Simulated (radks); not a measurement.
# Hg⁴²⁺ in [Kr] 4d1.5 4f0.5: an all-electron calculation

What are the levels of the mercury ion Hg42+, how large are its shells, and how does its energy divide?

The numbers are computed with radks (a radial shooting solver on a logarithmic mesh, Libxc functionals) version 1 (Dirac Kohn-Sham, exchange-only B88, spin-unpolarised, spherical densities, finite nucleus; open shells fill j = l - 1/2 first), except any that are marked as measured or tabulated.

**1. The atom as given**

```
element            : mercury (Z = 80)
charge             : +42
electrons          : 38
configuration      : [Kr] 4d1.5 4f0.5
nuclear rms radius : 5.4648 fm
```

**2. The run**

The run's settings:

```text
Z 80
configuration [Kr] 4d1.5 4f0.5 5s0 5p0 5d0 5f0
relativity Dirac
functional b88,
spin unpolarised
j_filling energy
nucleus finite rms 5.4648 fm
c 137.035999084
```

Q: Predict the outcome of this run.

The runs gave:

```
                        quantity                    value
                    total energy      -18515.5219 hartree
exchange-correlation share of it                   1.59 %
                            −T/E                   1.1626
          highest occupied level        4f5/2, -1779.2 eV
    most extended occupied level  4p3/2, <r> = 0.381 bohr
 radius at density 0.001 e/bohr³               0.985 bohr
    maxima of the radial density                        3
```

What this shows: The radial density shows 3 maxima for 4 occupied principal shells; where shells overlap, one shows as a shoulder or not at all. Relativity lifts −T/E to 1.163. This is not the tabulated ground configuration, so its levels and sizes aren't those of the ground state, and no measured value stands beside it.
